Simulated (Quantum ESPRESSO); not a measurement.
Ti:

```
CELL_PARAMETERS angstrom
0.00000 2.22500 2.22500
2.22500 0.00000 2.22500
2.22500 2.22500 0.00000
ATOMIC_POSITIONS crystal
Ti 0.00000 0.00000 0.00000
```

The cell was built by a generator and needn't be a form met in nature.

Base run:

| Quantity | Value |
| --- | --- |
| Program | Quantum ESPRESSO 7.5 |
| Functional | PBEsol |
| Potentials or basis | GBRV 1.5 PBEsol |
| Cutoff | 612 eV |
| Density cutoff | 4898 eV |
| k mesh | 16 × 16 × 16 |
| Occupations | methfessel-paxton, width 0.1 eV |
| Spin | no spin polarisation |

Its results: band gap on the k mesh none (metal or under the smearing width); pressure -19.5 GPa.

Question: The run is repeated on the same cell with these changes: functional from PBEsol to LDA; potentials or basis from GBRV 1.5 PBEsol to GBRV 1.5 LDA. What comes out?

Answer: Band gap on the k mesh none (metal or under the smearing width); pressure -22.1 GPa.

Caveats: so large a pressure means that the cell lies far from this level's equilibrium, or that cutoff or potentials fall short.

Not every run made on this cell is shown here.
